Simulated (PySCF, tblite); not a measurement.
# H₇NSSi₂: dynamics, then NMR shifts on frames, part 1 of 2

How do NMR shifts of H₇NSSi₂ (`N[SiH2]S[SiH3]`) change as the atoms move?

The runs use tblite 0.8.0 and PySCF 2.14.0, with density-fitted response routines of our own; the level of theory stands in each step. All values are computed, except where a source is named. Atoms count from 0, in the outputs and in this text.

### Step 1. The starting structure

11 atoms, charge 0, multiplicity 1; geometry from: GFN2-xTB.

Bonds of the start (Å): N0–Si1 1.72, Si1–S2 2.15, S2–Si3 2.14, N0–H4 1.01, N0–H5 1.01, Si1–H6 1.46, Si1–H7 1.46, Si3–H8 1.46, Si3–H9 1.46, Si3–H10 1.46.

### Step 2. Thermal motion with GFN2-xTB

The job: settings as JSON, then the geometry in Å.

```
{"job": {"kind": "md", "xc": "GFN2-xTB", "basis": "xTB", "temperature": 400, "steps": 2000, "every": 50, "frames": 5}, "charge": 0, "multiplicity": 1}
N     -1.629496     0.431527    -0.773049
Si    -1.180016    -0.574409     0.545714
S      0.627968     0.264558     1.361152
Si     2.060079     0.192848    -0.227828
H     -1.512739     1.429382    -0.686608
H     -2.471902     0.224050    -1.284047
H     -2.047254    -0.619869     1.716989
H     -0.915814    -1.891137    -0.018397
H      1.461691    -0.467950    -1.378432
H      3.193978    -0.558066     0.292270
H      2.418931     1.571736    -0.533807
```

Level: GFN2-xTB Langevin dynamics, gas phase.

On the command line:

```console
$ OMP_NUM_THREADS=1 python probes_run.py task.json out
```

The driver reads the jobs from task.json and runs them one after another.

Log:

```text
t/fs     T/K      E/eV
    0.0   350.9   -361.02321
   25.0   302.9   -360.83794
   50.0   291.2   -360.56404
   75.0   215.8   -360.63940
  100.0   283.2   -360.65691
  125.0   342.7   -360.68667
  150.0   402.2   -360.81365
  175.0   268.4   -360.83984
  200.0   196.7   -360.76463
  225.0   369.9   -360.75034
  250.0   426.1   -360.70371
  275.0   276.5   -360.54337
  300.0   394.4   -360.57277
  325.0   541.0   -360.79671
  350.0   240.2   -360.58231
  375.0   259.8   -360.47007
  400.0   368.9   -360.49065
  425.0   465.9   -360.67340
  450.0   508.6   -360.57340
  475.0   254.0   -360.45041
  500.0   260.4   -360.57896
  525.0   444.7   -360.70047
  550.0   406.2   -360.65359
  575.0   381.1   -360.69985
  600.0   347.6   -360.71203
  625.0   262.3   -360.53542
  650.0   312.7   -360.55437
  675.0   427.4   -360.66917
  700.0   295.5   -360.45991
  725.0   402.6   -360.70775
  750.0   509.7   -360.80142
  775.0   310.3   -360.59899
  800.0   305.7   -360.52596
  825.0   523.7   -360.59355
  850.0   463.9   -360.54361
  875.0   461.5   -360.51781
  900.0   325.6   -360.36687
  925.0   305.6   -360.48150
  950.0   266.0   -360.35137
  975.0   586.9   -360.68900
 1000.0   440.8   -360.52940
```

It took 9.8 s on 1 thread of Intel Xeon Platinum 8559C, shared host; peak memory 0.18 GiB.

Distance from the start (root mean square after alignment): 0 fs 0.00 Å, 200 fs 0.67 Å, 400 fs 1.20 Å, 600 fs 0.70 Å, 800 fs 1.03 Å, 1000 fs 1.03 Å.

Positions (Å) and forces (eV/Å) at 1000 fs:

```xyz
11

N    -1.777   -1.860   -1.100    0.206    0.733    1.168
Si   -1.718   -1.220    0.577    0.272   -0.463   -0.633
S    -0.074    0.169    0.639   -0.023    0.080   -0.542
Si    1.424   -0.598   -0.707    0.823    0.386    1.627
H    -2.689   -2.034   -1.474   -0.335   -0.197    0.003
H    -1.213   -1.467   -1.857   -0.232   -0.002    0.653
H    -2.701   -0.234    1.142    0.169   -0.776   -0.426
H    -1.337   -2.368    1.499   -0.438    0.655   -0.695
H     2.095   -1.419    0.326    0.147    0.004   -0.450
H     2.213    0.638   -0.908   -0.308   -0.465   -0.267
H     1.123   -1.485   -1.796   -0.280    0.046   -0.438
```

### Step 3. Nuclear shieldings: 250 fs, PBE0/pcSseg-1

The job: settings as JSON, then the geometry in Å.

```
{"job": {"kind": "nmr", "xc": "PBE0", "basis": "pcSseg-1", "pop": false}, "charge": 0, "multiplicity": 1}
N     -1.777600    -1.126800    -1.152600
Si    -1.369000    -1.227200     0.540800
S      0.082000     0.237700     1.163300
Si     1.921400     0.206900     0.019600
H     -1.893200    -0.188400    -1.470700
H     -2.251100    -1.915100    -1.651700
H     -2.463300    -0.858300     1.372500
H     -0.591000    -2.451600     0.702700
H      1.636200     0.379200    -1.387900
H      2.479600    -1.109200     0.380700
H      2.721100     1.238600     0.481500
```

Method: GIAO PBE0/pcSseg-1 NMR shielding, non-relativistic, gas phase.

Log:

```text
coarse grid: 10280 points
cycle   1  E = -1035.6208936560  dE =  1.008e-01  |g| = 4.468e-01  |ddm| = 2.960e+00
cycle   2  E = -1035.5952879455  dE =  2.561e-02  |g| = 5.718e-01  |ddm| = 1.056e+00
cycle   3  E = -1035.6681237221  dE = -7.284e-02  |g| = 4.879e-02  |ddm| = 6.175e-01
cycle   4  E = -1035.6685616620  dE = -4.379e-04  |g| = 2.615e-02  |ddm| = 8.686e-02
cycle   5  E = -1035.6687310942  dE = -1.694e-04  |g| = 2.535e-03  |ddm| = 3.210e-02
cycle   6  E = -1035.6687323081  dE = -1.214e-06  |g| = 5.161e-04  |ddm| = 3.606e-03
final grid: 84200 points
cycle   7  E = -1035.6886422536  dE = -1.118e-05  |g| = 6.240e-03  |ddm| = 1.546e-02
cycle   8  E = -1035.6886340248  dE =  8.229e-06  |g| = 8.682e-03  |ddm| = 1.411e-02
cycle   9  E = -1035.6886505407  dE = -1.652e-05  |g| = 4.997e-04  |ddm| = 8.329e-03
cycle  10  E = -1035.6886505838  dE = -4.315e-08  |g| = 1.215e-04  |ddm| = 5.958e-04
cycle  11  E = -1035.6886505876  dE = -3.798e-09  |g| = 2.587e-05  |ddm| = 1.816e-04
cycle  12  E = -1035.6886505878  dE = -2.146e-10  |g| = 3.664e-06  |ddm| = 4.329e-05
converged SCF energy = -1035.6886505878

GIAO shielding tensors (ppm)
atom      isotropic    diamagn.    paramagn.     s11        s22        s33       span
  0 N      247.866     321.802     -73.937    203.102    262.843    277.651     74.549
  1 Si     371.550     879.559    -508.009    311.030    373.382    430.238    119.207
  2 S      792.944    1061.801    -268.857    679.153    819.297    880.381    201.228
  3 Si     409.852     880.259    -470.407    378.915    393.475    457.166     78.250
  4 H       31.471      33.336      -1.865     24.039     29.094     41.281     17.242
  5 H       29.536      28.063       1.472     22.701     24.995     40.910     18.209
  6 H       26.260      29.328      -3.069     21.036     25.395     32.348     11.311
  7 H       25.742      29.188      -3.445     21.497     24.682     31.048      9.551
  8 H       27.073      30.195      -3.123     22.649     25.874     32.696     10.047
  9 H       26.493      29.046      -2.553     22.247     24.614     32.617     10.370
 10 H       28.165      30.467      -2.302     24.303     25.975     34.219      9.916
```

It took 10 s on 1 thread of Intel Xeon Platinum 8559C, shared host; peak memory 0.58 GiB.

The references, computed at this level on geometries of the same kind, shield at (ppm): ¹H TMS 31.72, ²⁹Si TMS 349.2, ¹⁵N NH3 267.7, ³³S CS2 504. Their shielding less the atom's gives the shift. The references are single molecules in the gas phase, so shifts against H2O, NH3, PH3, H3PO4 or CFCl3 are not on the usual liquid scales and can be off by tens of ppm. Each atom is listed at this fixed geometry, with no averaging over motion; a spectrum would average atoms that exchange fast.

| atoms | environment | σ (ppm) | δ (ppm) |
| --- | --- | --- | --- |
| H7 | hydrogen on a silicon bonded to N, S | 25.74 | 5.97 |
| H6 | hydrogen on a silicon bonded to N, S | 26.26 | 5.46 |
| H9 | hydrogen on a silicon bonded to S | 26.49 | 5.22 |
| H8 | hydrogen on a silicon bonded to S | 27.07 | 4.64 |
| H10 | hydrogen on a silicon bonded to S | 28.17 | 3.55 |
| H5 | hydrogen on a nitrogen bonded to Si | 29.54 | 2.18 |
| H4 | hydrogen on a nitrogen bonded to Si | 31.47 | 0.25 |
| N0 | nitrogen bonded to Si, 2 H | 247.9 | 19.9 |
| Si1 | silicon bonded to N, S, 2 H | 371.5 | -22.4 |
| Si3 | silicon bonded to S, 3 H | 409.9 | -60.7 |
| S2 | sulfur bonded to 2 Si | 793 | -289 |

The fields below are evaluated on a grid from the run's orbitals.

Frontier orbitals at PBE0/pcSseg-1, with the share of their density that lies nearest to each atom:

| orbital | energy (eV) | lies on |
| --- | --- | --- |
| HOMO | -7.02 | S2 74 %; H7, H9 about 6 % each |
| LUMO | -0.06 | Si3 17 %; S2 17 %; H10 15 % |

ELF in a plane through or near 4 of the atoms.

Values, 10 rows by 14 columns:
```
0.00 0.00 0.00 0.00 0.00 0.00 0.00 0.00 0.00 0.00 0.00 0.00 0.00 0.00
0.00 0.00 0.00 0.00 0.00 0.02 0.08 0.01 0.00 0.01 0.00 0.00 0.00 0.00
0.00 0.00 0.00 0.00 0.01 0.45 0.71 0.09 0.12 0.44 0.20 0.00 0.00 0.00
0.00 0.00 0.01 0.05 0.07 0.44 0.83 0.50 0.08 0.76 0.47 0.01 0.00 0.00
0.00 0.01 0.45 0.67 0.14 0.63 0.69 0.63 0.71 0.11 0.11 0.00 0.00 0.00
0.00 0.01 0.72 0.89 0.78 0.12 0.32 0.19 0.83 0.85 0.44 0.04 0.00 0.00
0.00 0.00 0.07 0.23 0.87 0.99 0.22 0.17 0.83 0.37 0.80 0.11 0.00 0.00
0.00 0.00 0.00 0.12 0.99 1.00 0.63 0.06 0.45 0.28 0.25 0.01 0.00 0.00
0.00 0.00 0.00 0.01 0.57 0.81 0.09 0.00 0.02 0.01 0.00 0.00 0.00 0.00
0.00 0.00 0.00 0.00 0.00 0.00 0.00 0.00 0.00 0.00 0.00 0.00 0.00 0.00
```
The map spans 12.0 Å across and 8.3 Å up, centred on the molecule. Atoms in the plane (x, y in Å): N0 (1.8, -0.9), Si1 (1.3, 0.8), Si3 (-2.2, -0.2), H8 (-1.8, -1.6).

On the surface of density 0.002 e/bohr³ the electrostatic potential runs, from the 1st to the 99th percentile, from -1.19 V near S2 to 1.76 V near H5.

### Step 4. NMR shieldings: 425 fs, PBE0/pcSseg-1

The job: settings as JSON, then the geometry in Å.

```
{"job": {"kind": "nmr", "xc": "PBE0", "basis": "pcSseg-1", "pop": false}, "charge": 0, "multiplicity": 1}
N     -1.164700    -1.908100    -1.008100
Si    -1.081000    -1.480300     0.705100
S     -0.140500     0.424300     0.978400
Si     1.943800     0.106600     0.074900
H     -0.674200    -1.333500    -1.656900
H     -2.089800    -1.996700    -1.430500
H     -2.317200    -1.464500     1.373000
H     -0.130300    -2.450800     1.226500
H      1.959000     0.528800    -1.327000
H      2.324000    -1.317300     0.106200
H      2.843100     0.941700     0.781700
```

With the program's defaults for keys left out, this is: GIAO PBE0/pcSseg-1 NMR shielding, non-relativistic, gas phase.

Log:

```text
coarse grid: 10280 points
cycle   1  E = -1035.6222478697  dE =  3.107e-02  |g| = 4.536e-01  |ddm| = 2.932e+00
cycle   2  E = -1035.5930855862  dE =  2.916e-02  |g| = 5.854e-01  |ddm| = 1.039e+00
cycle   3  E = -1035.6710923231  dE = -7.801e-02  |g| = 4.526e-02  |ddm| = 6.083e-01
cycle   4  E = -1035.6714368038  dE = -3.445e-04  |g| = 2.472e-02  |ddm| = 7.312e-02
cycle   5  E = -1035.6715940485  dE = -1.572e-04  |g| = 3.672e-03  |ddm| = 3.328e-02
cycle   6  E = -1035.6715973939  dE = -3.345e-06  |g| = 7.707e-04  |ddm| = 6.062e-03
final grid: 84200 points
cycle   7  E = -1035.6918834704  dE = -1.112e-05  |g| = 6.087e-03  |ddm| = 1.661e-02
cycle   8  E = -1035.6918750153  dE =  8.455e-06  |g| = 8.576e-03  |ddm| = 1.309e-02
cycle   9  E = -1035.6918913216  dE = -1.631e-05  |g| = 4.340e-04  |ddm| = 7.911e-03
cycle  10  E = -1035.6918913580  dE = -3.638e-08  |g| = 1.032e-04  |ddm| = 5.159e-04
cycle  11  E = -1035.6918913605  dE = -2.473e-09  |g| = 3.225e-05  |ddm| = 1.604e-04
cycle  12  E = -1035.6918913608  dE = -3.570e-10  |g| = 5.573e-06  |ddm| = 5.576e-05
converged SCF energy = -1035.6918913608

GIAO shielding tensors (ppm)
atom      isotropic    diamagn.    paramagn.     s11        s22        s33       span
  0 N      250.182     318.866     -68.684    205.981    254.837    289.729     83.747
  1 Si     365.297     879.485    -514.188    324.779    378.289    392.823     68.044
  2 S      733.282    1060.740    -327.459    662.290    749.593    787.961    125.671
  3 Si     386.554     879.435    -492.881    336.999    358.531    464.133    127.134
  4 H       32.498      34.843      -2.345     24.667     30.916     41.910     17.242
  5 H       31.003      29.401       1.602     23.711     26.326     42.970     19.258
  6 H       27.037      29.526      -2.490     23.157     24.916     33.038      9.881
  7 H       26.323      29.516      -3.193     21.922     25.362     31.684      9.762
  8 H       26.996      29.838      -2.842     23.129     25.241     32.618      9.489
  9 H       26.826      29.091      -2.265     23.563     25.273     31.642      8.080
 10 H       27.436      29.518      -2.083     23.487     25.064     33.756     10.269
```

It took 6.6 s on 1 thread of Intel Xeon Platinum 8559C, shared host; peak memory 0.66 GiB.

This run: δ N0 17.5, Si1 -16.1, Si3 -37.4, S2 -230, H7 5.39, H9 4.89 ppm.

(Continued in part 2 of 2.)
